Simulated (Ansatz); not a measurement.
# C2H3BF2O: the cost of one run

All numbers below are computed with Ansatz 0.2.0 (RHF/cc-pVDZ).

## (1) The structure to begin with

Bond lengths: C1–C2 1.335 Å, C2–F3 1.331 Å, C2–B4 1.562 Å, B4–O5 1.411 Å, B4–F6 1.518 Å, C1–H7 1.035 Å, C1–H8 1.112 Å, O5–H9 0.926 Å. Angles: C1–C2–F3 116.8°, C1–C2–B4 127.2°, F3–C2–B4 116.0°, C2–C1–H7 123.4°, C2–C1–H8 115.5°, H7–C1–H8 121.1°, C2–B4–O5 124.3°, C2–B4–F6 117.3°, O5–B4–F6 118.4°, B4–O5–H9 106.3°.

Coordinates:

```xyz
9

C    -0.4465   -1.2415    0.9627
C     0.3541   -0.4343    0.2638
F     1.6178   -0.8253    0.1139
B    -0.0238    0.9306   -0.3956
O     0.8683    1.7241   -1.1478
F    -1.4638    1.3926   -0.2634
H    -0.1262   -2.1240    1.3982
H    -1.4968   -0.8951    1.0737
H     0.8054    1.4265   -2.0226
```

## (2) Relaxing end A

File input.yaml:

```yaml
crystal:
  periodic: [false, false, false]
  atoms:
    - { symbol: C, position_ang: [-0.4465, -1.2415, 0.9627] }
    - { symbol: C, position_ang: [0.3541, -0.4343, 0.2638] }
    - { symbol: F, position_ang: [1.6178, -0.8253, 0.1139] }
    - { symbol: B, position_ang: [-0.0238, 0.9306, -0.3956] }
    - { symbol: O, position_ang: [0.8683, 1.7241, -1.1478] }
    - { symbol: F, position_ang: [-1.4638, 1.3926, -0.2634] }
    - { symbol: H, position_ang: [-0.1262, -2.124, 1.3982] }
    - { symbol: H, position_ang: [-1.4968, -0.8951, 1.0737] }
    - { symbol: H, position_ang: [0.8054, 1.4265, -2.0226] }
basis:
  gaussian: { orbitals: cc-pVDZ }
hamiltonian:
  xc: hf
relax:
  f_tol: 0.015
  max_steps: 40
```

Command:

```sh
$ ansatz run input.yaml --threads 1 --pin off --max-ram 2048MiB --backend cpu --events-out ev --progress --plain --runs-dir out
```

What time and memory should one allow on 1 thread of an Arm CPU, shared host?

About 36 s, with a peak of 0.18 GiB.
